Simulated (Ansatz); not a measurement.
**CH₃BO₂Se: a ladder of functionals and wavefunction methods**

How much do the methods differ for CH₃BO₂Se? The plan is to run it at one geometry with functionals of several rungs and with coupled cluster. The yardstick is the atomisation energy at the CCSD(T) limit.

Method: functionals in def2-TZVPP, the program's frozen cores in correlated methods; program: Ansatz 0.2.0, Gaussian basis.

The runs, in order: LDA (SPW92), PBE-D4, revPBE-D4, BLYP-D4, r2SCAN-D4, B97M-V, PBE0-D4, B3LYP-D4, r2SCANh-D4, r2SCAN0-D4, HSE06-D4, BHLYP-D4, CAM-B3LYP-D4, LC-ωPBE, ωB97X-V, ωB97M-V, B2PLYP, PBE-QIDH; CCSD(T)/def2-SVP; CCSD(T)/def2-TZVPP; MP2/def2-QZVPP; extrapolation to the limit; RPA on PBE.

## Step 1: The relaxed structure

The geometry comes from an earlier relaxation with PBE0-D4 in a triple-zeta def2 set; it is a stationary point, not always the lowest conformer.

8 atoms, charge 0, spin multiplicity 1.

Atoms are counted from 1 here; the program's logs count them from 0.

Bond lengths: O1–C2 1.298 Å, O1–H6 0.968 Å, C2–O3 1.268 Å, C2–B4 1.593 Å, O3–H7 1.032 Å, B4–Se5 1.845 Å, B4–H8 1.199 Å. Angles: C2–O1–H6 108.2°, O1–C2–O3 114.4°, O1–C2–B4 124.8°, O3–C2–B4 120.9°, C2–O3–H7 101.8°, C2–B4–Se5 112.0°, C2–B4–H8 116.7°, Se5–B4–H8 131.3°.

## Step 2: LDA

This LDA is Slater exchange with PW92 correlation.

in.yaml reads:

```yaml
crystal:
  periodic: [false, false, false]
  atoms:
    - {symbol: O, position_ang: [-0.373863, 1.124664, 1.256574]}
    - {symbol: C, position_ang: [0.211164, 0.388412, 0.361712]}
    - {symbol: O, position_ang: [1.463969, 0.566318, 0.274593]}
    - {symbol: B, position_ang: [-0.531469, -0.664992, -0.574400]}
    - {symbol: Se, position_ang: [0.638505, -1.518445, -1.718309]}
    - {symbol: H, position_ang: [-1.319698, 0.917425, 1.246356]}
    - {symbol: H, position_ang: [1.720527, -0.096965, -0.472715]}
    - {symbol: H, position_ang: [-1.717035, -0.773516, -0.429510]}
basis:
  gaussian: {orbitals: def2-TZVPP}
hamiltonian: {xc: lda}
output: {orbitals: {seedname: orbitals}}
```

Further steps of the session: PBE-D4 (GGA); revPBE-D4 (GGA); BLYP-D4 (GGA); r2SCAN-D4 (meta-GGA); B97M-V (meta-GGA); PBE0-D4 (hybrid); B3LYP-D4 (hybrid); r2SCANh-D4 (hybrid); r2SCAN0-D4 (hybrid); HSE06-D4 (hybrid); BHLYP-D4 (hybrid); CAM-B3LYP-D4 (range-separated); LC-ωPBE (range-separated); ωB97X-V (range-separated); ωB97M-V (range-separated); B2PLYP (double hybrid); PBE-QIDH (double hybrid); CCSD(T) in def2-SVP; CCSD(T) in def2-TZVPP; MP2 in def2-QZVPP; RPA on PBE orbitals.

**Question.** What will the summary of the whole plan be? Wanted: atomisation energy, CCSD(T)/CBS; farthest beyond LDA; mean size of error, GGA; mean size of error, meta-GGA; mean size of error, hybrid; mean size of error, range-separated; mean size of error, double hybrid; gap, smallest and largest; T1 diagnostic.

**Answer**, as computed:

```
                               quantity                                                                                             value
        atomisation energy, CCSD(T)/CBS                                                                                     3061.5 kJ/mol
 functionals within 30.6 kJ/mol (1.0 %)  B97M-V, PBE0-D4, B3LYP-D4, r2SCANh-D4, CAM-B3LYP-D4, LC-ωPBE, ωB97X-V, ωB97M-V, B2PLYP, PBE-QIDH
                    farthest beyond LDA                                                                          BHLYP-D4 (-161.9 kJ/mol)
                mean size of error, GGA                                                                                       72.4 kJ/mol
           mean size of error, meta-GGA                                                                                       27.7 kJ/mol
             mean size of error, hybrid                                                                                       47.4 kJ/mol
    mean size of error, range-separated                                                                                        7.1 kJ/mol
      mean size of error, double hybrid                                                                                       23.3 kJ/mol
              gap, smallest and largest                                                          1.58 eV (LDA (SPW92)), 8.14 eV (LC-ωPBE)
                          T1 diagnostic                                                                                            0.0176
triples share of the correlation energy                                                                                             4.3 %
```

What this shows: LDA overbinds by 626.2 kJ/mol (20 %). PBE-D4 misses by +147.3 kJ/mol. Double hybrids carry the basis error of their MP2 part in triple zeta, and no dispersion term here, so their miss is partly the set-up's. The rungs range-separated, double hybrid, meta-GGA miss on average by less than the doubt on the reference (30.6 kJ/mol), so they tie. Misses under about 30.6 kJ/mol are within the doubt on the reference itself, which lacks core-valence correlation, relativity and higher excitations, and its outer-core shells are covered unevenly. All levels share the lack of spin-orbit coupling, which lowers the free heavy atoms and so the true binding. Hartree-Fock recovers 67 % of the binding; the rest is correlation. CCSD(T) in def2-SVP is off by -175.3 kJ/mol, so the small basis spoils what the method gains. Orbital gaps span 1.6 to 8.1 eV; exact exchange widens them. The restricted reference is unstable towards a spin-broken one. Correlated methods include outer-core shells of Se, which these sets cover unevenly.
